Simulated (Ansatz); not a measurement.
# AlH5N2OSi: the cost of one run

Method: RKS LDA/STO-3G, in Ansatz 0.2.0.

### Step 1. The starting structure

Bond lengths: N1–Al2 1.862 Å, Al2–N3 1.904 Å, N3–Si4 1.832 Å, Al2–O5 1.870 Å, Si4–O5 1.746 Å, N1–H6 1.053 Å, N1–H7 1.095 Å, N3–H8 1.075 Å, Si4–H9 1.516 Å, Si4–H10 1.402 Å. Angles (14 of 16 angles, heavy atoms first): N1–Al2–N3 130.0°, N1–Al2–O5 132.8°, N3–Al2–O5 85.3°, Al2–N3–Si4 89.8°, N3–Si4–O5 91.2°, Al2–O5–Si4 93.6°, Al2–N1–H6 109.1°, Al2–N1–H7 105.5°, Al2–N3–H8 107.7°, Si4–N3–H8 101.3°, N3–Si4–H9 107.5°, N3–Si4–H10 112.7°, O5–Si4–H9 110.5°, O5–Si4–H10 113.9°.

Coordinates:

```xyz
10

N    -2.2461   -0.7563   -1.0190
Al   -0.4397   -0.5139   -0.6391
N     0.4901   -0.6381    1.0174
Si    1.5720    0.7495    0.5064
O     0.7722    0.8525   -1.0425
H    -2.7866   -0.7951   -0.1163
H    -2.5854    0.1925   -1.4472
H     1.1677   -1.4697    0.9507
H     1.2166    1.9457    1.3677
H     2.9224    0.3816    0.4248
```

### Step 2. Relaxing the start

The input, input.yaml:

```yaml
crystal:
  periodic: [false, false, false]
  atoms:
    - { symbol: "N", position_ang: [-2.2461, -0.7563, -1.019] }
    - { symbol: Al, position_ang: [-0.4397, -0.5139, -0.6391] }
    - { symbol: "N", position_ang: [0.4901, -0.6381, 1.0174] }
    - { symbol: Si, position_ang: [1.572, 0.7495, 0.5064] }
    - { symbol: O, position_ang: [0.7722, 0.8525, -1.0425] }
    - { symbol: H, position_ang: [-2.7866, -0.7951, -0.1163] }
    - { symbol: H, position_ang: [-2.5854, 0.1925, -1.4472] }
    - { symbol: H, position_ang: [1.1677, -1.4697, 0.9507] }
    - { symbol: H, position_ang: [1.2166, 1.9457, 1.3677] }
    - { symbol: H, position_ang: [2.9224, 0.3816, 0.4248] }
basis:
  gaussian: { orbitals: STO-3G }
hamiltonian:
  xc: lda
relax:
  f_tol: 0.02
  max_steps: 40
scf:
  lower_state_search: "off"
```

Started as:

```
ansatz run input.yaml --threads 1 --pin off --max-ram 2048MiB --backend cpu --events-out ev --progress --plain --runs-dir out
```

Q: Estimate wall time and peak memory on 1 thread of Arm Neoverse V2, shared host.

About 23 s, with a peak of 0.14 GiB.
